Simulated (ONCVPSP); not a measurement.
# Co: generating and testing an ONCV potential

Do these settings give a usable potential? It is generated, then checked for transferability, scattering, ghosts and hardness.

The numbers are computed with ONCVPSP 4.0.1.1 (patched build) (LDA (Perdew-Wang 92), scalar-relativistic, spin-unpolarised reference atom).

## 1. The atom and the settings

The settings as typed:

```json
{
  "element": "cobalt (Co, Z = 27)",
  "type": "optimised norm-conserving Vanderbilt (ONCV)",
  "frozen core": "[Ne]",
  "valence charge": "17",
  "reference configuration": "3s2 3p6 3d7 (charge +2)",
  "partial waves": "3s: rc 1.00 bohr, ncon 4, nbas 7, qcut 13.4 1/bohr, 2 projectors, debl 3 Ha; 3p: rc 1.20 bohr, ncon 3, nbas 7, qcut 13.8 1/bohr, 2 projectors, debl 0.5 Ha; 3d: rc 1.10 bohr, ncon 4, nbas 8, qcut 11.2 1/bohr, 3 projectors, debl 3.3 Ha; f scattering state at 0.25 Ha: rc 0.95 bohr, ncon 4, nbas 8, qcut 12.3 1/bohr, local",
  "local potential": "the f channel",
  "core correction": "Teter function, parameters optimised by the program"
}
```

The outer shells as boxes (Hund's rule for the drawing; the calculation is spin-unpolarised):

```
[Ne] core
3s [↑↓]
3p [↑↓][↑↓][↑↓]
3d [↑↓][↑↓][↑ ][↑ ][↑ ]
```

## 2. Generating the potential

File Co.dat:

```
# ATOM AND REFERENCE CONFIGURATION
# atsym  z   nc   nv     iexc    psfile
  Co 27.00    3    3  -001012      upf
#
#   n    l    f
    1    0    2.00
    2    0    2.00
    2    1    6.00
    3    0    2.00
    3    1    6.00
    3    2    7.00
#
# PSEUDOPOTENTIAL AND OPTIMIZATION
# lmax
    3
#
#   l,   rc,      ep,       ncon, nbas, qcut
    0    1.00    0.00    4    7   13.40
    1    1.20    0.00    3    7   13.80
    2    1.10    0.00    4    8   11.20
    3    0.95    0.25    4    8   12.30
#
# LOCAL POTENTIAL
# lloc, lpopt,  rc(5),   dvloc0
    3    5    0.95    0.00
#
# VANDERBILT-KLEINMAN-BYLANDER PROJECTORs
# l, nproj, debl
    0    2    3.00
    1    2    0.50
    2    3    3.30
    3    0    0.70
#
# MODEL CORE CHARGE
# icmod, fcfact, rcfact
    4    0.45    0.00
#
# LOG DERIVATIVE ANALYSIS
# epsh1, epsh2, depsh
   -6.00    5.00    0.04
#
# OUTPUT GRID
# rlmax, drl
    6.00    0.01
#
# TEST CONFIGURATIONS
# ncnf
    4
# nvcnf
#   n    l    f
    4
    3    0    2.00
    3    1    6.00
    3    2    7.00
    4    0    2.00
#
    4
    3    0    2.00
    3    1    6.00
    3    2    7.00
    4    0    1.00
#
    3
    3    0    2.00
    3    1    6.00
    3    2    6.00
#
    4
    3    0    2.00
    3    1    6.00
    3    2    7.00
    4    0    1.50
#
```

Launch:

```sh
$ oncvpsp.x < Co.dat > Co.out
```

Before running it: what results should come out? Wanted: cutoffs for 1 and 0.1 mHa per electron, occupied waves; bound ghosts; GHOST(+) flags; largest test error; largest phase difference near zero energy, channels read; rms error of d²Exc/dn², without and with the model core; projector energies reset by the program.

As calculated:

```
                                                quantity                                     value
  cutoffs for 1 and 0.1 mHa per electron, occupied waves                          64 Ha and 182 Ha
                                            bound ghosts                                none found
                                          GHOST(+) flags                d at 2593 eV, d at 4740 eV
                            largest test error (AE − PS)             -103 meV, for 3s2 3p6 3d7 4s2
largest phase difference near zero energy, channels read                                 0.000 rad
 rms error of d²Exc/dn², without and with the model core                         3.45 and 0.77 mHa
                 projector energies reset by the program  s: -4.448, 0.250 Ha; p: -3.112, 0.250 Ha
```

What this shows: By total energies transferability is poor: the largest error is 103 meV on 26.4 eV, for 3s2 3p6 3d7 4s2. It counts as hard, with 64 Ha needed at the looser tolerance. The tighter tolerance needs 182 Ha, and converged work needs a cutoff nearer that. No bound ghost shows below the valence levels. Near zero energy the phases of the channels with partial waves agree within 0.001 rad. The program also flags highly localised states, GHOST(+) (d).
